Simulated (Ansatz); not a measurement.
# NaCd4P3 (element-swapped structure): how the settings move a single-point run

How sensitive is a single-point run of NaCd4P3 (element-swapped structure) to its settings? A reference run comes first, then four runs with altered input.

Program: Ansatz 0.2.0. Level of theory: reference: DFT PBE, plane waves, PAW, scalar-relativistic, no spin polarisation. These are calculated values, not measurements.

## 1. Starting point

It takes space group R-3m (No. 166, trigonal). The conventional cell has a = 4.340 Å, b = 4.340 Å, c = 32.818 Å, α = 90.00°, β = 90.00°, γ = 120.00°. Around Na (site symmetry -3m) lie 6 P at 3.07 Å and 6 Cd at 3.42 Å. Cd (site symmetry 3m) has 4 P at 2.57 to 3.14 Å as nearest neighbours. Cd (site symmetry 3m) has 4 P at 2.58 to 2.75 Å as nearest neighbours. Around P (site symmetry 3m) lie 4 Cd at 2.57 to 2.58 Å and 3 Na at 3.07 Å. Around P (site symmetry -3m) lie 8 Cd at 2.75 to 3.14 Å.

As a file:

```xyz
8
Lattice="2.1702 3.7589 0.0000 -2.1702 3.7589 0.0000 0.0000 -2.5059 10.9392" Properties=species:S:1:pos:R:3 pbc="T T T"
Na    0.0000    2.5059    5.4696
Cd    0.0000    0.0000    3.1400
Cd    0.0000    5.0119    7.7992
Cd    0.0000    0.0000    9.8151
Cd    0.0000    5.0119    1.1241
P     0.0000    0.0000    7.2372
P     0.0000    5.0119    3.7019
P     0.0000    0.0000    0.0000
```

## 2. Baseline

input.yaml reads:

```yaml
crystal:
  lattice:
    - [2.170199, 3.758888, 0.0]
    - [-2.170199, 3.758888, 0.0]
    - [0.0, -2.505925, 10.939174]
  atoms:
    - { symbol: Na, position: [0.5, 0.5, 0.5] }
    - { symbol: Cd, position: [0.09568, 0.09568, 0.28704] }
    - { symbol: Cd, position: [0.90432, 0.90432, 0.71296] }
    - { symbol: Cd, position: [0.29908, 0.29908, 0.89724] }
    - { symbol: Cd, position: [0.70092, 0.70092, 0.10276] }
    - { symbol: P, position: [0.22053, 0.22053, 0.66159] }
    - { symbol: P, position: [0.77947, 0.77947, 0.33841] }
    - { symbol: P, position: [0.0, 0.0, 0.0] }
  symmetry: { tolerance: 0.0003 }
kpoints:
  mp_grid: { grid: [5, 5, 5], shift: [0, 0, 0] }
magnetization:
  spin_polarized: false
scf:
  occupations: { method: fermi_dirac }
hamiltonian:
  pseudopotentials: { kind: paw }
  xc: pbe
basis:
  ecutwfc: 420
output:
  forces: true
  stress: true
  eigenvalues: true
```

Command:

```sh
$ ansatz run input.yaml --threads 1 --pin off --max-ram 2560MiB --backend cpu --events-out ev --progress --plain --runs-dir out
```

The log of the run (excerpt; [...] marks lines left out):

```text
Warning: crystal.lattice misses the space group found at crystal.symmetry.tolerance 3.0e-4 in a digit that the deck types, which is why this is a warning: making the lattice exact moves one of its numbers by a whole unit of that number's last typed decimal, or more. The operation that it [...]
Warning: RAYON_NUM_THREADS=1 ignored (pool sized by the plan → 1); use --threads N
[...]
Pseudopotentials: kind: paw
Pseudopotential: Na, paw, valence charge 9, recommended cutoff 420 eV (normal), Na.paw.azcp
Pseudopotential: Cd, paw, valence charge 20, recommended cutoff 420 eV (normal), Cd.paw.azcp
Pseudopotential: P, paw, valence charge 5, recommended cutoff 420 eV (normal), P.paw.azcp
Functional definition: PBE
[...]
Crystal: 8 atoms, lattice volume = 178.473 Å³
Basis set: ecut = 420 eV, 3499 PW (Γ), exchange–correlation on 60×60×160 points (8 copies of the dense FFT grid, shifted against one another)
Bands: 63, of which v1, the nominal top of the filled ones, is band 52 counted from 1 (51 counted from 0)
Symmetry: 12 space group operations
Space group: R-3m (ITA 166), of the structure as read, at distance tolerance 1.7e-3 Å
k-points: 19 of 125
[...]
SCF iter   1: F=—  HF=-36772.606465 eV  |F-HF|=—  |Δ(HF+E_count)|=         —  Δρ=1.15e-3  dr2=4.73e-3  ethr=1.77e-3  ⟨swp⟩=7.5  Hψ=4869  notcnv=0  defer=9
[...]
SCF iter   7: F=-36772.605055 eV  HF=-36772.605055 eV  |F-HF|=6.14e-9  |Δ(HF+E_count)|=   1.78e-8  Δρ=2.59e-6  dr2=8.34e-9  ethr=9.62e-11  ⟨swp⟩=10.9  Hψ=5351  notcnv=0
[...]
SCF converged after 7 iterations
Free energy (F): -36772.605055 eV
[...]
E sigma→0 (E₀):  -36772.597069 eV
Entropy (-TS):   -0.015972 eV (-1.996 meV/atom)
Fermi energy:    9.392114 eV
[...]
--- Forces (eV/Å), atoms counted from 1 ---
  atom   1  Na    -0.00000000    -0.00000000     0.00000000
  atom   2  Cd    -0.00000000     0.00000000     0.11161225
  atom   3  Cd     0.00000000    -0.00000000    -0.11161225
  atom   4  Cd     0.00000000     0.00000000     0.10647890
  atom   5  Cd     0.00000000    -0.00000000    -0.10647890
  atom   6  P     -0.00000000    -0.00000000    -0.05288336
  atom   7  P      0.00000000     0.00000000     0.05288336
  atom   8  P     -0.00000000     0.00000000     0.00000000
[...]
--- Stress (GPa, compression-positive) ---
        1.999224      -0.000000      -0.000000
       -0.000000       1.999224       0.000000
       -0.000000       0.000000       2.223276
  P = ⅓ Tr σ = 2.0739 GPa (20.739 kbar)
--- Band table (eV; the first three rows and the last of 19) ---
[...]
```

Wall time 4.9 s (1 thread of Intel Xeon 6975P-C (Granite Rapids), shared host); peak memory 0.53 GiB.

## 3. Changing settings: xc_grid 4

Changes to input.yaml since step 2:

```diff
@@ -26,2 +26,3 @@
   ecutwfc: 420
+  xc_grid: 4
 output:
```

Command:

```sh
$ ansatz run input.yaml --threads 1 --pin off --max-ram 2560MiB --backend cpu --events-out ev --progress --plain --runs-dir out
```

The log of the run (excerpt; [...] marks lines left out):

```text
Warning: crystal.lattice misses the space group found at crystal.symmetry.tolerance 3.0e-4 in a digit that the deck types, which is why this is a warning: making the lattice exact moves one of its numbers by a whole unit of that number's last typed decimal, or more. The operation that it [...]
Warning: RAYON_NUM_THREADS=1 ignored (pool sized by the plan → 1); use --threads N
[...]
[... 5 set-up lines as earlier in the session ...]
[...]
Crystal: 8 atoms, lattice volume = 178.473 Å³
Basis set: ecut = 420 eV, 3499 PW (Γ), exchange–correlation on 120×120×320 points (64 copies of the dense FFT grid, shifted against one another)
Bands: 63, of which v1, the nominal top of the filled ones, is band 52 counted from 1 (51 counted from 0)
[... 1 set-up line as earlier in the session ...]
[...]
SCF iter   7: F=-36772.605057 eV  HF=-36772.605057 eV  |F-HF|=6.01e-9  |Δ(HF+E_count)|=   1.69e-8  Δρ=2.60e-6  dr2=8.40e-9  ethr=9.62e-11  ⟨swp⟩=10.9  Hψ=5349  notcnv=0
[...]
SCF converged after 7 iterations
Free energy (F): -36772.605057 eV
[...]
E sigma→0 (E₀):  -36772.597071 eV
Entropy (-TS):   -0.015972 eV (-1.997 meV/atom)
Fermi energy:    9.392114 eV
[...]
--- Forces (eV/Å), atoms counted from 1 ---
  atom   1  Na    -0.00000000    -0.00000000     0.00000000
  atom   2  Cd    -0.00000000     0.00000000     0.11161042
  atom   3  Cd     0.00000000    -0.00000000    -0.11161042
  atom   4  Cd    -0.00000000     0.00000000     0.10647862
  atom   5  Cd    -0.00000000    -0.00000000    -0.10647862
  atom   6  P     -0.00000000    -0.00000000    -0.05287780
  atom   7  P      0.00000000     0.00000000     0.05287780
  atom   8  P     -0.00000000    -0.00000000     0.00000000
[...]
--- Stress (GPa, compression-positive) ---
        1.999248      -0.000000      -0.000000
       -0.000000       1.999248       0.000000
       -0.000000       0.000000       2.223300
  P = ⅓ Tr σ = 2.0739 GPa (20.739 kbar)
--- Band table (eV; the first three rows and the last of 19) ---
[...]
```

It took 5.5 s on 1 thread of Intel Xeon 6975P-C (Granite Rapids), shared host; peak memory 0.69 GiB.

Changing the numerical grids hardly moves the energy: 0.0 meV/atom.

## 4. Changing settings: ecutwfc 14.7 Ry, accuracy medium

Changes to input.yaml since step 2:

```diff
@@ -25,3 +25,3 @@
 basis:
-  ecutwfc: 420
+  ecutwfc: "14.7 Ry"
 output:
@@ -30 +30,2 @@
   eigenvalues: true
+accuracy: medium
```

Command:

```sh
$ ansatz run input.yaml --threads 1 --pin off --max-ram 2560MiB --backend cpu --events-out ev --progress --plain --runs-dir out
```

The log of the run (excerpt; [...] marks lines left out):

```text
Warning: crystal.lattice misses the space group found at crystal.symmetry.tolerance 3.0e-4 in a digit that the deck types, which is why this is a warning: making the lattice exact moves one of its numbers by a whole unit of that number's last typed decimal, or more. The operation that it [...]
Warning: basis.ecutwfc = 200.00368890801178 eV is below the records' recommended 420 eV, and the density's cutoff is lower with it unless basis.ecutrho_ratio is high enough to keep the records' density cutoff: compare with a run at a higher cutoff
Warning: RAYON_NUM_THREADS=1 ignored (pool sized by the plan → 1); use --threads N
[...]
[... 5 set-up lines as earlier in the session ...]
[...]
Crystal: 8 atoms, lattice volume = 178.473 Å³
Basis set: ecut = 200.00368890801178 eV, 1111 PW (Γ), exchange–correlation on 48×48×108 points (8 copies of the dense FFT grid, shifted against one another)
[...]
k-points: 19 of 125
[...]
SCF iter   1: F=—  HF=-36722.593257 eV  |F-HF|=—  |Δ(HF+E_count)|=         —  Δρ=1.16e-1  dr2=1.13e1  ethr=1.77e-3  ⟨swp⟩=6.8  Hψ=4444  notcnv=0  defer=9
[...]
SCF iter   9: F=-36716.615120 eV  HF=-36716.615120 eV  |F-HF|=1.74e-8  |Δ(HF+E_count)|=   1.34e-7  Δρ=5.34e-6  dr2=3.19e-8  ethr=9.62e-11  ⟨swp⟩=10.5  Hψ=4848  notcnv=0
[...]
SCF converged after 9 iterations
Free energy (F): -36716.615120 eV
[...]
E sigma→0 (E₀):  -36716.608162 eV
Entropy (-TS):   -0.013916 eV (-1.739 meV/atom)
Fermi energy:    9.451939 eV
[...]
--- Forces (eV/Å), atoms counted from 1 ---
  atom   1  Na    -0.00000000     0.00000000     0.00000000
  atom   2  Cd    -0.00000000     0.00000001     0.40660945
  atom   3  Cd     0.00000000    -0.00000001    -0.40660945
  atom   4  Cd    -0.00000000     0.00000001     0.42126671
  atom   5  Cd    -0.00000000    -0.00000001    -0.42126671
  atom   6  P     -0.00000000    -0.00000000    -0.13316696
  atom   7  P      0.00000000     0.00000000     0.13316696
  atom   8  P     -0.00000000     0.00000000     0.00000000
[...]
--- Stress (GPa, compression-positive) ---
        4.159903      -0.000000      -0.000000
       -0.000000       4.159903      -0.000000
       -0.000000      -0.000000       3.725567
  P = ⅓ Tr σ = 4.0151 GPa (40.151 kbar)
--- Band table (eV; the first three rows and the last of 19) ---
[...]
```

Wall time 2.3 s (1 thread of Intel Xeon 6975P-C (Granite Rapids), shared host); peak memory 0.4 GiB.

Changing the cutoff and accuracy level moves the energy by +7.00 eV/atom, and the pressure goes from 2.1 to 4.0 GPa, the mesh shows a spacing of 0.10 eV at the Fermi level, which on a coarse mesh need not be a gap and the largest force goes from 0.11 to 0.42 eV/Å. The log warns that the cutoff is under what these potentials recommend, so the shift holds truncation error. Cost: 9 SCF cycles against 7, 2.3 s against 4.9 s. These settings are too coarse to quote as the system's properties.

## 5. Changed: occupations.method tetrahedron_uncorrected

Changes to input.yaml since step 2:

```diff
@@ -20,3 +20,3 @@
 scf:
-  occupations: { method: fermi_dirac }
+  occupations: { method: tetrahedron_uncorrected }
 hamiltonian:
```

Command:

```sh
$ ansatz run input.yaml --threads 1 --pin off --max-ram 2560MiB --backend cpu --events-out ev --progress --plain --runs-dir out
```

The log of the run (excerpt; [...] marks lines left out):

```text
Warning: crystal.lattice misses the space group found at crystal.symmetry.tolerance 3.0e-4 in a digit that the deck types, which is why this is a warning: making the lattice exact moves one of its numbers by a whole unit of that number's last typed decimal, or more. The operation that it [...]
Warning: RAYON_NUM_THREADS=1 ignored (pool sized by the plan → 1); use --threads N
band count auto-derived: 64 (N_el = 104.0; filled up to band 52; 63 by the electrons, moments and atoms)
[...]
[... 5 set-up lines as earlier in the session ...]
[...]
Crystal: 8 atoms, lattice volume = 178.473 Å³
Basis set: ecut = 420 eV, 3499 PW (Γ), exchange–correlation on 60×60×160 points (8 copies of the dense FFT grid, shifted against one another)
[...]
SCF iter   1: F=—  HF=-36772.598369 eV  |F-HF|=—  |Δ(HF+E_count)|=         —  Δρ=1.14e-3  dr2=6.01e-3  ethr=1.77e-3  ⟨swp⟩=7.1  Hψ=4793  notcnv=0  defer=8
[...]
SCF iter  10: F=-36772.596991 eV  HF=-36772.596991 eV  |F-HF|=2.21e-9  |Δ(HF+E_count)|=   1.56e-8  Δρ=1.73e-6  dr2=1.32e-8  ethr=9.62e-11  ⟨swp⟩=7.5  Hψ=4662  notcnv=0
[...]
SCF converged after 10 iterations
Free energy (F): -36772.596991 eV
[...]
E sigma→0 (E₀):  -36772.596991 eV
Fermi energy:    9.299034 eV
[...]
--- Forces (eV/Å), atoms counted from 1 ---
  atom   1  Na    -0.00000000    -0.00000000     0.00000000
  atom   2  Cd    -0.00000000     0.00000000     0.12092582
  atom   3  Cd     0.00000000    -0.00000000    -0.12092582
  atom   4  Cd     0.00000000     0.00000000     0.08164092
  atom   5  Cd    -0.00000000    -0.00000000    -0.08164092
  atom   6  P     -0.00000000    -0.00000000    -0.04301254
  atom   7  P      0.00000000     0.00000000     0.04301254
  atom   8  P     -0.00000000     0.00000000     0.00000000
[...]
--- Stress (GPa, compression-positive) ---
        1.970170      -0.000000      -0.000000
       -0.000000       1.970170       0.000000
       -0.000000       0.000000       2.238877
  P = ⅓ Tr σ = 2.0597 GPa (20.597 kbar)
--- Band table (eV; the first three rows and the last of 19) ---
[...]
```

It took 5.8 s on 1 thread of Intel Xeon 6975P-C (Granite Rapids), shared host; peak memory 0.53 GiB.

Changing the smearing hardly moves the energy: 0.0 meV/atom. Cost: 10 SCF cycles against 7.

## 6. Variant: eigensolver.kind davidson, ecutrho_ratio 12, basis.precision f64

Changes to input.yaml since step 2:

```diff
@@ -21,2 +21,3 @@
   occupations: { method: fermi_dirac }
+  eigensolver: { kind: davidson }
 hamiltonian:
@@ -26,2 +27,4 @@
   ecutwfc: 420
+  ecutrho_ratio: 12
+  precision: f64
 output:
```

Command:

```sh
$ ansatz run input.yaml --threads 1 --pin off --max-ram 2560MiB --backend cpu --events-out ev --progress --plain --runs-dir out
```

The log of the run (excerpt; [...] marks lines left out):

```text
Warning: crystal.lattice misses the space group found at crystal.symmetry.tolerance 3.0e-4 in a digit that the deck types, which is why this is a warning: making the lattice exact moves one of its numbers by a whole unit of that number's last typed decimal, or more. The operation that it [...]
Warning: RAYON_NUM_THREADS=1 ignored (pool sized by the plan → 1); use --threads N
[...]
[... 5 set-up lines as earlier in the session ...]
[...]
Crystal: 8 atoms, lattice volume = 178.473 Å³
Basis set: ecut = 420 eV, 3499 PW (Γ), exchange–correlation on 108×108×270 points (8 copies of the dense FFT grid, shifted against one another)
Bands: 63, of which v1, the nominal top of the filled ones, is band 52 counted from 1 (51 counted from 0)
[... 1 set-up line as earlier in the session ...]
[...]
SCF iter   7: F=-36772.605050 eV  HF=-36772.605050 eV  |F-HF|=1.08e-8  |Δ(HF+E_count)|=   8.60e-8  Δρ=2.83e-6  dr2=9.02e-9  ethr=1.25e-10  ⟨swp⟩=3.0  Hψ=2696  notcnv=0
[...]
SCF converged after 7 iterations
Free energy (F): -36772.605050 eV
[...]
E sigma→0 (E₀):  -36772.597064 eV
Entropy (-TS):   -0.015972 eV (-1.997 meV/atom)
Fermi energy:    9.392121 eV
[...]
--- Forces (eV/Å), atoms counted from 1 ---
  atom   1  Na    -0.00000000     0.00000000     0.00000000
  atom   2  Cd    -0.00000000     0.00000000     0.11160984
  atom   3  Cd     0.00000000    -0.00000000    -0.11160984
  atom   4  Cd     0.00000000     0.00000000     0.10648270
  atom   5  Cd    -0.00000000    -0.00000000    -0.10648270
  atom   6  P     -0.00000000    -0.00000000    -0.05287920
  atom   7  P      0.00000000     0.00000000     0.05287920
  atom   8  P     -0.00000000    -0.00000000     0.00000000
[...]
--- Stress (GPa, compression-positive) ---
        1.999235      -0.000000      -0.000000
       -0.000000       1.999235       0.000000
       -0.000000       0.000000       2.223306
  P = ⅓ Tr σ = 2.0739 GPa (20.739 kbar)
--- Band table (eV; the first three rows and the last of 19) ---
[...]
```

Wall time 9.4 s (1 thread of Intel Xeon 6975P-C (Granite Rapids), shared host); peak memory 0.87 GiB.

Changing the solver, numerical grids and arithmetic precision leaves the energy as it was (0.0 meV/atom). Cost: 9.4 s against 4.9 s.

## 7. Comparison

```csv
run,ending,energy change,pressure (GPa),gap (eV),force (eV/Å),cycles,time
reference,converged,0,2.1,0.00,0.11,7,4.9 s
1: xc_grid 4,converged,0.0 meV/atom,2.1,0.00,0.11,7,5.5 s
"2: ecutwfc 14.7 Ry, accuracy medium",converged,+7.00 eV/atom,4.0,0.10,0.42,9,2.3 s
3: occupations.method tetrahedron_uncorrected,converged,0.0 meV/atom (σ→0),2.1,0.00,0.12,10,5.8 s
"4: eigensolver.kind davidson, ecutrho_ratio 12, basis.precision f64",converged,0.0 meV/atom,2.1,0.00,0.11,7,9.4 s
```

Residual by cycle in the longest SCF loop of each run; runs are numbered as in the table. The quantity is the density residual dr2, in eV.

```csv
cycle,reference,run 1,run 2,run 3,run 4
1,0.00473,0.00473,11.3,0.00601,0.00483
2,0.0044,0.0044,13.4,0.00286,0.0047
3,1.2e-4,1.2e-4,0.261,7.0e-4,6.6e-4
4,9.0e-6,8.9e-6,0.983,3.0e-4,6.1e-5
5,3.8e-6,3.8e-6,0.00242,3.3e-5,2.0e-6
6,1.4e-7,1.4e-7,1.5e-4,1.1e-5,1.3e-7
7,8.3e-9,8.4e-9,1.7e-5,2.3e-6,9.0e-9
8,-,-,6.5e-7,5.7e-7,-
9,-,-,3.2e-8,1.4e-7,-
10,-,-,-,1.3e-8,-
```

**Reading.** Run 2 ran under the cutoff that the potentials recommend, as the log warns, so basis error is mixed into its values. Of the variants the dearest is «eigensolver.kind davidson, ecutrho_ratio 12, basis.precision f64» (9.4 s), the cheapest «ecutwfc 14.7 Ry, accuracy medium» (2.3 s), on a shared host.

The reference is no final answer either: its mesh is coarse for a cell with so small a gap or none; the structure is made up and not relaxed.
